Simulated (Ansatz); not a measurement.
LiY3:

```
Y Li
1.0
    -2.36719    2.36719    5.32664
     2.36719   -2.36719    5.32664
     2.36719    2.36719   -5.32664
Y Li
3 1
Direct
  0.50000 0.50000 0.00000
  0.25000 0.75000 0.50000
  0.75000 0.25000 0.50000
  0.00000 0.00000 0.00000
```

The cell comes from a database or a generator and needn't be the stable form of this composition.

- Program: Ansatz 0.2.0
- Task: relaxation of cell and atoms
- Functional: LDA
- Potentials or basis: Ansatz PAW
- Cutoff: 420 eV (not typed: the program's choice for these potentials)
- k mesh: 6 × 6 × 6
- Occupations: fermi-dirac, width 0.05 eV
- Spin: no spin polarisation

At the start: volume 29.85 Å³/atom.

**Question.** Where does the relaxation end?

**Answer.** It ends after 6 steps and the volume is 26.96 Å³/atom (-9.7 %); space group I4/mmm (No. 139, to 0.05 Å).

The path:
| step | energy change (eV) | largest force (eV/Å) | volume (Å³) |
| --- | --- | --- | --- |
| 1 | 0.0000 | 0.0000 | 119.39 |
| 2 | -0.1170 | 0.0000 | 107.31 |
| 3 | -0.1202 | 0.0000 | 107.88 |
| 4 | -0.1230 | 0.0000 | 107.92 |
| 5 | -0.1233 | 0.0000 | 107.83 |
| 6 | -0.1231 | 0.0000 | 107.83 |

Final structure:
```
Y Li
1.0
    -2.32615    2.32615    4.98187
     2.32615   -2.32615    4.98187
     2.32615    2.32615   -4.98187
Y Li
3 1
Direct
  0.50000 0.50000 0.00000
  0.25000 0.75000 0.50000
  0.75000 0.25000 0.50000
  0.00000 0.00000 0.00000
```

Caveat: the plane-wave basis is chosen anew once the cell has moved, so the energies of steps on either side of that aren't comparable; the PAW data sets come from PBE, with cores solved anew for the run's functional, which leaves a small shift of forces and pressure.
